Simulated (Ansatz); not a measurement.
# K2RbYCl6 (Fm-3m): relaxation of cell and ions

What cell does K2RbYCl6 (Fm-3m) relax to? Wanted for K2RbYCl6 (Fm-3m): a relaxation of cell and ions.

Computed with the Python package of Ansatz 0.2.0. Level of theory: DFT LDA, plane waves, PAW.

### 1 The system

The structure is cubic, space group Fm-3m (No. 225). Conventional cell: a = 11.476 Å, b = 11.476 Å, c = 11.476 Å, α = 90.00°, β = 90.00°, γ = 90.00°. K (site symmetry -43m) is surrounded by 12 Cl at 4.06 Å. Rb (site symmetry m-3m) is surrounded by 6 Cl at 3.10 Å. Around Y (site symmetry m-3m) lie 6 Cl at 2.64 Å. Cl (site symmetry 4mm) is surrounded by 1 Y at 2.64 Å and 1 Rb at 3.10 Å.

The script holds or builds the structure itself.

### 2 Script

Input file k2rbycl6.py:

```python
"""Variable-cell relaxation of K2RbYCl6."""

import ansatz as az
from ase import Atoms
from ase.data import atomic_numbers
from ase.neighborlist import neighbor_list
import matplotlib.pyplot as plt
import numpy as np
import spglib

def edges_and_angles(cell):
    cell = np.asarray(cell)
    a, b, c = np.linalg.norm(cell, axis=1)
    cosines = cell[1] @ cell[2] / (b * c), cell[0] @ cell[2] / (a * c), cell[0] @ cell[1] / (a * b)
    return (a, b, c, *np.degrees(np.arccos(cosines)))

xtal = (
    az.Lattice.of([0.0, 5.737794, 5.737794], [5.737794, 0.0, 5.737794], [5.737794, 5.737794, 0.0])
    .atom("K", [0.75, 0.75, 0.75])
    .atom("K", [0.25, 0.25, 0.25])
    .atom("Rb", [0.5, 0.5, 0.5])
    .atom("Y", [0.0, 0.0, 0.0])
    .atom("Cl", [0.770308, 0.229692, 0.229692])
    .atom("Cl", [0.229692, 0.229692, 0.770308])
    .atom("Cl", [0.229692, 0.770308, 0.770308])
    .atom("Cl", [0.229692, 0.770308, 0.229692])
    .atom("Cl", [0.770308, 0.229692, 0.770308])
    .atom("Cl", [0.770308, 0.770308, 0.229692])
)

# every cell quantity that the symmetry leaves free
model = (
    xtal.calculation()
    .functional("lda")
    .pseudopotentials("paw")
    .kpoints(4, 4, 4)
    .occupations(az.OccupationsMethod.FIXED)
    .relax(cell=True, stress_tolerance=0.1)
)
steps = []


def follow(event):
    if event["event"] != "relax_step":
        return
    row = event["data"]
    steps.append(row)
    print(f"step {row['step']:3d}  E = {row['lagrangian_ev']:.5f} eV  largest force component = {row['allowed_force_max_ev_ang']:.4f} eV/A  P = {row['pressure_gpa']:.3f} GPa")


done = model.session().plan(threads=1).execute(on_event=follow)
summary = done.report

first, last = steps[0], steps[-1]
symbols = [site.symbol for site in done.lattice.sites]
print(f"energy gained {first['lagrangian_ev'] - last['lagrangian_ev']:.4f} eV in {len(steps) - 1} steps")
for label, vectors in (("before", first["cell_ang"]), ("after", done.lattice.cell_ang)):
    print(label, "a b c (A) {:.4f} {:.4f} {:.4f}  angles {:.2f} {:.2f} {:.2f}".format(*edges_and_angles(vectors)), f" V = {abs(np.linalg.det(vectors)):.3f} A^3")
print("final stress xx yy zz (GPa, compression positive):", np.round(np.diag(summary["stress_gpa"]), 3) + 0.0)

final = Atoms(symbols, positions=last["positions_ang"], cell=done.lattice.cell_ang, pbc=True)
i, j, d = neighbor_list("ijd", final, 4.5)
print("neighbours within 1.1 times the shortest distance of each atom (A)")
for atom in range(len(final)):
    near = [m for m in np.argsort(d) if i[m] == atom]
    shell = [m for m in near if d[m] < 1.1 * d[near[0]]]
    print(f"{symbols[atom]}{atom} ({len(shell)}):", ", ".join(f"{symbols[j[m]]} {d[m]:.3f}" for m in shell))

fig, (top, bottom) = plt.subplots(2, 1, sharex=True, figsize=(4.5, 4))
top.plot([s["lagrangian_ev"] - last["lagrangian_ev"] for s in steps], "o-")
top.set_ylabel("E - E(final) (eV)")
bottom.semilogy([max(s["allowed_force_max_ev_ang"], 1e-6) for s in steps], "s-")
bottom.set(xlabel="step", ylabel="largest force (eV/A)")
fig.tight_layout()
fig.savefig("relax.png", dpi=100)

change = np.array(last["positions_ang"]) @ np.linalg.inv(last["cell_ang"]) - np.array(first["positions_ang"]) @ np.linalg.inv(first["cell_ang"])
moved = np.linalg.norm(change @ np.array(last["cell_ang"]), axis=1)
print("displacement within the cell, strain taken out (A):", " ".join(f"{s}:{d:.3f}" for s, d in zip(symbols, moved)))

fractions = [site.position_frac for site in done.lattice.sites]
numbers = [atomic_numbers[s] for s in symbols]
for tolerance in (1e-3, 1e-2, 1e-1):
    print(f"space group at {tolerance} A:", spglib.get_spacegroup((done.lattice.cell_ang, fractions, numbers), symprec=tolerance))

print("%-22s %14.5f eV" % ("F = E - TS", summary["free_energy_ev"]))
print("%-22s %14.5f eV" % ("E", summary["internal_energy_ev"]))
print("%-22s %14.5f eV" % ("Harris-Foulkes", summary["harris_foulkes_ev"]))
print("%-22s %14.5f eV" % ("Fermi level", summary["fermi_energy_ev"]))
```

### 3 The run

Started as:

```bash
$ python k2rbycl6.py
```

Q: Predict the main results. Wanted: free energy; moves of the relaxation; energy gained; last largest force component; relaxed conventional cell; space group at the end.

As calculated:

| quantity | value |
| --- | --- |
| free energy | -16193.2550 eV (-1619.3255 eV/atom) |
| moves of the relaxation | 3 |
| energy gained (ahead of the last change of basis) | 29.6 meV/atom |
| last largest force component | 0.0086 eV/Å |
| relaxed conventional cell | a = 11.017 Å, b = 11.017 Å, c = 11.017 Å, α = 90.00°, β = 90.00°, γ = 90.00° |
| space group at the end | Fm-3m |

In words: Over 3 moves the cell shrank by 11.5 % in volume, and the space group stayed Fm-3m. Reading the output:
- The run is spin-unpolarised.
- An absolute Fermi energy rests on an arbitrary zero of the periodic potential and has no direct meaning.
- Energies along a relaxation are free energies. Rows at an unchanged volume are solved on a plane-wave basis chosen afresh for that cell, so the energy jumps there and such rows are no steps of the walk.
- Edges and angles that the script prints are those of the cell as typed, here a primitive one.
- This cell is a computed structure, which may not be the phase found in nature.
